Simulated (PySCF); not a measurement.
# C6H18Sn2: the cost of one run

Programs: PySCF 2.14.0, with routines of our own; each step states its level. All values are computed. Atoms count from 0.

### Step 1. The system as given

26 atoms, charge 0, multiplicity 1; geometry from: GFN2-xTB.

### Step 2. Relaxing the molecule at PBE0-D3(BJ)/def2-SVP

The job: settings as JSON, then the geometry in Å.

```
{"job": {"xc": "PBE0", "basis": "def2-SVP", "d3": "d3bj", "grid": 1, "maxiter": 30, "shake": 0.01, "kind": "geom"}, "charge": 0, "multiplicity": 1}
C      2.113790     2.119900     0.141610
Sn     1.388500     0.065700     0.205230
C      2.465110    -1.052410    -1.336640
C      1.979300    -0.758050     2.156540
Sn    -1.386750    -0.074270    -0.218280
C     -2.161860    -2.051460     0.288480
C     -2.445940     1.381610     1.036200
C     -1.896060     0.349870    -2.299070
H      1.951220     2.571400    -0.832220
H      1.555940     2.756280     0.863550
H      3.140280     2.172770     0.386290
H      2.256520    -0.679900    -2.313090
H      2.209480    -2.094070    -1.293380
H      3.533280    -0.936470    -1.155050
H      1.591810    -1.792070     2.261340
H      1.523450    -0.154300     2.971370
H      3.026730    -0.743480     2.256060
H     -1.663320    -2.819640    -0.277190
H     -3.218290    -2.102090     0.064860
H     -2.050600    -2.262440     1.350190
H     -3.536280     1.270260     0.860900
H     -2.166510     2.378760     0.773460
H     -2.243510     1.231050     2.065830
H     -2.992990     0.292820    -2.407210
H     -1.445510    -0.394080    -2.956700
H     -1.595960     1.348890    -2.589800
```

Command:

```console
OMP_NUM_THREADS=2 python heavy_run.py task.json out
```

This one command runs all jobs of the session in turn.

**Question.** How long does this first job take on 2 threads of Arm Neoverse V1, shared host, and how much memory does it need?

About 3.7 min, with a peak of 1.3 GiB.
